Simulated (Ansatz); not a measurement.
# MgC₂, space group P4_2/mnm: a comparison of functionals at one structure

Computed with the Ansatz DFT code, driven from Python.

Notebook, run cell by cell (the value of a cell's last expression is shown):

```python
import ansatz as az
import pandas as pd
```

```python
SMEARING = "Fixed"
EXTRA_BANDS = 6
KMESH = (5, 5, 4)
```

```python
structure = (
    az.Lattice.from_parameters(3.950777, 3.950777, 4.987089, alpha=90.0, beta=90.0, gamma=90.0)
    .atom("Mg", (0.5, 0.5, 0.0))
    .atom("Mg", (0.0, 0.0, 0.5))
    .atom("C", (0.88765, 0.88765, 0.0))
    .atom("C", (0.61235, 0.38766, 0.5))
    .atom("C", (0.11235, 0.11235, 0.0))
    .atom("C", (0.38766, 0.61235, 0.5))
)

base = (
    structure.calculation()
    .mixing("anderson", preconditioner="local_kerker")
    .occupations(SMEARING)
    .scf(extra_bands=EXTRA_BANDS)
    .kpoints(*KMESH, center="monkhorst-pack")
    .basis(28 * az.Ha)
    .stress()
)
```

```python
rows = []
for value in ["blyp", "r2scan", "lda", "pbe", "pbesol"]:
    r = base.functional(value).run(threads=1).report
    rows.append((value, r["free_energy_ev"] / len(r["lattice"]["sites"]), r["n_iterations"], sum(r["stress_gpa"][i][i] for i in range(3)) / 3, r["n_kpoints"]))
```

    DeckWarning: the atoms were moved onto the symmetric positions of the space group found under crystal.symmetry.tolerance 1.0e-5 (fractional; no operation is sought that the atoms, as they stand in a [...]

```python
table = pd.DataFrame(rows, columns=["functional", "F/atom (eV)", "iterations", "P (GPa)", "k-points"])
table.round(5)
```

      functional  F/atom (eV)  iterations  P (GPa)  k-points
    0       blyp   -809.91876           7  0.88585        12
    1     r2scan   -809.60415           7 -2.38487        12
    2        lda   -795.33726           7 -5.58120        12
    3        pbe   -808.14201           6 -0.35191        12
    4     pbesol   -801.32196           7 -2.28050        12

From lowest to highest: LDA (-5.6 GPa), r2SCAN (-2.4 GPa), PBEsol (-2.3 GPa), PBE (-0.4 GPa) and BLYP (0.9 GPa). At a fixed cell a lower pressure usually means a smaller equilibrium volume, so LDA prefers the smallest cell and BLYP the largest. Gaps by band count in the reports: BLYP 2.95 eV, r2SCAN 3.09 eV, LDA 2.64 eV, PBE 2.75 eV and PBEsol 2.64 eV (Kohn-Sham values on this mesh, as a rule under measured gaps).

Caveats:
- Pressure is positive in compression.
- This cell is a computed structure, which may not be the phase found in nature.
- Warnings are shown shortened and without file and line.
- Total energies of different functionals can't be compared; pressures, moments and gaps at this one structure can.
- It ran for 7.4 s on 1 thread of AMD EPYC 9R45 96-Core Processor (Zen 5), on a shared host, peak memory 0.74 GiB.

(Lines on the test bed's own set-up are left out of the output.)
